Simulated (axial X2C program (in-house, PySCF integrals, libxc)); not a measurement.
# ReNa: properties at the nuclei

Aim: properties at the nuclei of ReNa, with spin–orbit coupling in the Hamiltonian from the start.

Computed with an in-house X2C program for linear molecules on PySCF integrals. Level: two-component X2C with atomic mean-field terms, Re dyall-cv3z, Na dyall-cv3z.

All values are calculated.

**1. The job**

task.json reads:

```json
{"zs": [75, 11], "q": 0, "bas": ["dyall-cv3z", "dyall-cv3z"], "r0": 2.86, "levels": ["PBE0", "HF", "PBE50", "B3LYP", "BP86"], "nst": 3}
```

Keys: zs atomic numbers; q charge; bas basis sets; r0 starting distance in Å; levels methods (HF also brings MP2); nst determinants followed.

Launch:

```bash
python soeom.py task.json out
```

The runs that follow: Expectation values, lowest determinant; Expectation values, a higher determinant; Expectation values, a higher determinant.

What does the calculation give? Wanted: lowest determinant; Eeff magnitude; Ws magnitude Re; A∥/gI Re; qzz Re; higher determinant (for each run or level that gives them).

The runs gave:

| quantity | value |
| --- | --- |
| lowest determinant | Ω = 2 (excess of +ω over −ω: ω = -1/2, ω = 5/2) |
| Eeff magnitude (GV/cm), PBE0 | 10.9 |
| Ws magnitude Re (kHz), PBE0 | 5.01 |
| A∥/gI Re (MHz), PBE0 | -96.7 |
| qzz Re (a.u.), PBE0 | -1.45 |
| higher determinant | Ω = 3 (excess of +ω over −ω: ω = 1/2, ω = 5/2) |
| Eeff magnitude (GV/cm), PBE0, higher determinant | 33 |
| Ws magnitude Re (kHz), PBE0, higher determinant | 11.4 |
| A∥/gI Re (MHz), PBE0, higher determinant | 392 |
| qzz Re (a.u.), PBE0, higher determinant | -2.95 |
| higher determinant | Ω = 1 (excess of +ω over −ω: ω = -3/2, ω = 5/2) |
| Eeff magnitude (GV/cm), PBE0, higher determinant | 16.5 |
| Ws magnitude Re (kHz), PBE0, higher determinant | 18 |
| A∥/gI Re (MHz), PBE0, higher determinant | 2250 |
| qzz Re (a.u.), PBE0, higher determinant | -1.45 |

What this shows: In the first state, the effective field runs from 3.19 to 102 GV/cm over the mean-field levels, so the levels don't agree on it. The expectation values come from single determinants, which for open shells can mix terms of unlike spin or miss the lowest Ω, so a determinant need not be a state. Eeff is the effective electric field on the electron dipole moment in this Ω state and Ws the scalar–pseudoscalar constant (defined with the proton number Z and per Ω); A∥ is the parallel hyperfine constant, which follows by multiplying with the nuclear g factor gI = μI/(I μN); qzz is the electric field gradient, eQq0 = 234.96 MHz × Q/barn × qzz; μ is positive if Na is the positive end. The operators were transformed with the bare-nucleus X2C matrices. A second determinant lies within 0.1 eV of the first.
